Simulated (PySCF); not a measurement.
# YbOCl: other functionals and bases at one geometry

An exercise on one series of results from a longer session: the logs are not shown, and one member is left open.

The runs use PySCF 2.14.0; several levels, as the steps say, no spin–orbit coupling.

1 further run of the same task is left out (for a known fault of the program).

## Where the work starts

3 atoms, charge 0, spin multiplicity 1.

Bond lengths: Yb1–O2 1.789 Å, Yb1–Cl3 2.466 Å. Angles: O2–Yb1–Cl3 116.8°.

Coordinates:

```xyz
3
charge 0, multiplicity 1
Yb    0.2200    0.0000   -0.3618
O     1.7182    0.0000    0.6153
Cl   -1.9132    0.0000    0.8756
```

Formal oxidation states: Yb +3. Each metal's 13 4f electrons lie in its core potential, so multiplicities, spins and levels count the valence alone. An earlier session relaxed this geometry at PBE0, Yb lcecp-1-SVP with ECP59, O def2-SVP, Cl def2-SVP (singlet, point group Cs).

At PBE0 on the finer grid: E = -574.481586 Eh, HOMO -7.02 eV, LUMO -2.80 eV, Mulliken charge on Yb1 +0.80 e, largest force component 0.006 eV/Å. 

Levels to run: r2SCAN; HF; PBE0, TZVP. Hardware: 2 threads of Arm Neoverse V1, shared host.

Set-up of the first run:

run.py (the lines that set the calculation)

```python
mol = gto.M(atom='''
Yb     0.21997     0.00000    -0.36180
O      1.71816     0.00000     0.61526
Cl    -1.91317     0.00000     0.87556''',
    basis={'Yb': 'lcecp-1-SVP', 'O': 'def2-SVP', 'Cl': 'def2-SVP'},
    ecp={'Yb': 'lcecp-1-SVP'},
    charge=0, spin=0)
mf = dft.RKS(mol, xc='R2SCAN')
mf.grids.atom_grid = (75, 302)  # f atoms: unpruned, at least (60, 302)
mf = mf.density_fit()  # fitting sets: Yb AutoAux, O def2-universal-JKFIT, Cl def2-universal-JKFIT
mf.conv_tol = 1e-08; mf.max_cycle = 55
mf.kernel(dm0)  # dm0: the density of the relaxed state
```

Run with:

```sh
$ OMP_NUM_THREADS=2 python run.py
```

Among the steps run: r2SCAN; HF; PBE0, TZVP.

One of the session's tables, all rows but one given; the rest of the session is left out.

| level | HOMO (eV) | gap (eV) | charge on Yb1 (e) | dipole (D) | largest force component (eV/Å) |
| --- | --- | --- | --- | --- | --- |
| PBE0 (relaxed here) | -7.02 | 4.22 | 0.80 | 7.36 | 0.01 |
| r2SCAN | -5.83 | 2.85 | 0.80 | 7.24 | 0.41 |
| HF | ? | ? | ? | ? | ? |
| PBE0, TZVP | -7.00 | 4.21 | 1.23 | 7.59 | 0.14 |

**Question.** Estimate the row for HF.

As computed: HOMO (eV): -10.48; gap (eV): 9.56; charge on Yb1 (e): 1.14; dipole (D): 8.65; largest force component (eV/Å): 0.61. In the column «HOMO (eV)» it is the lowest.

In one basis the HOMO–LUMO gap runs from 2.85 eV (r2SCAN) to 9.56 eV (HF). The largest leftover force, 0.61 eV/Å with HF, stands at a geometry relaxed at another level. With 4f in the core, its levels are missing from HOMO and gap, and its count is fixed, so no charge can pass from the ligands into it. Total energies of different levels can't be compared.
